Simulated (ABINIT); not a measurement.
Zn3P:

```
Zn P
1.0
     3.97552    0.00000    0.00000
     0.00000    3.97552    0.00000
     0.00000    0.00000    3.97552
Zn P
3 1
Direct
  0.50000 0.50000 0.00000
  0.50000 0.00000 0.50000
  0.00000 0.50000 0.50000
  0.00000 0.00000 0.00000
```

The cell comes from a database or a generator and needn't be the stable form of this composition.

| Item | Value |
| --- | --- |
| Program | ABINIT 10.8.3 (patched build) |
| Task | single point |
| Functional | PBE |
| Potentials or basis | JTH PAW PBE v2.0 |
| Cutoff | 599 eV |
| k mesh | 7 × 7 × 7 |
| Occupations | fermi-dirac, width 0.05 eV |
| Spin | no spin polarisation |

On this cell: pressure -1.2 GPa; largest force zero by symmetry; band gap on the k mesh none (metal or under the smearing width).

The same run follows on a disturbed copy (atoms moved at random, drawn with an rms of 0.05 Å):

```
Zn P
1.0
     3.97552    0.00000    0.00000
     0.00000    3.97552    0.00000
     0.00000    0.00000    3.97552
Zn P
3 1
Direct
  0.51229 0.50460 0.99853
  0.50346 0.00167 0.50243
  0.99755 0.50260 0.49446
  0.99469 0.99696 0.00276
```

What changes?

The energy (extrapolated to zero smearing) moves by +1.3 meV/atom; pressure -1.1 GPa; largest force 0.173 eV/Å; band gap on the k mesh none (metal or under the smearing width).

Forces in eV/Å, atoms in the order of the input:
```
Zn  -0.109 -0.033 -0.029
Zn  -0.090  0.059 -0.009
Zn   0.170 -0.023  0.026
P    0.028 -0.003  0.012
```

Stress tensor (GPa, compression positive):
```
-1.08  0.07  0.01
 0.07 -1.11 -0.04
 0.01 -0.04 -1.06
```
